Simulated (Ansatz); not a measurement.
# ReF: the cost of one run

Program: Ansatz 0.2.0. Level of theory: DFT PBE, scalar-relativistic, plane waves, PAW. These are calculated values, not measurements.

**1. Starting point**

The structure is hexagonal, space group P-6m2 (No. 187). Conventional cell: a = 2.989 Å, b = 2.989 Å, c = 2.915 Å, α = 90.00°, β = 90.00°, γ = 120.00°. Around Re (site symmetry -6m2) lie 6 F at 2.26 Å. Around F (site symmetry -6m2) lie 6 Re at 2.26 Å.

As a file:

```cif
data_structure
_symmetry_space_group_name_H-M 'P 1'
_symmetry_Int_Tables_number 1
_cell_length_a 2.9888
_cell_length_b 2.9888
_cell_length_c 2.9151
_cell_angle_alpha 90.000
_cell_angle_beta 90.000
_cell_angle_gamma 120.000
_cell_volume 22.55
loop_
_atom_site_label
_atom_site_type_symbol
_atom_site_fract_x
_atom_site_fract_y
_atom_site_fract_z
_atom_site_occupancy
Re1 Re 0.00000 0.00000 0.00000 1
F1 F 0.66667 0.33333 0.50000 1
```

This is candidate A: tungsten carbide type (P-6m2, No. 187).

(A quick probe on a coarse mesh, which set the mesh and smearing, is not shown.)

**3. A loose first relaxation (candidate A)**

Input file input.yaml:

```yaml
crystal:
  lattice:
    - [2.9888206243, 0.0, 0.0]
    - [-1.4944103121, 2.588394588, 0.0]
    - [0.0, 0.0, 2.9151419962]
  atoms:
    - { symbol: Re, position: [0.0, 0.0, 0.0], spin: 0.12 }
    - { symbol: F, position: [0.6666666667, 0.3333333333, 0.5] }
basis:
  ecutwfc: 420
kpoints:
  mp_grid: { grid: [6, 6, 6] }
hamiltonian:
  xc: pbe
scf:
  occupations: { method: gaussian, width: 0.1 }
  lower_state_search: "off"
output:
  forces: true
  stress: true
  eigenvalues: true
  populations: true
magnetization:
  spin_polarized: true
relax:
  adjacent_minimum: "off"
  f_tol: 0.04
  max_steps: 70
  cell: { stress_tol: 0.4 }
```

Launch:

```sh
ansatz run input.yaml --threads 1 --pin off --max-ram 2560MiB --backend cpu --events-out ev --progress --plain --runs-dir out
```

Q: Estimate wall time and peak memory on 1 thread of Arm Neoverse V1, shared host.

About 83 s, with a peak of 0.29 GiB.
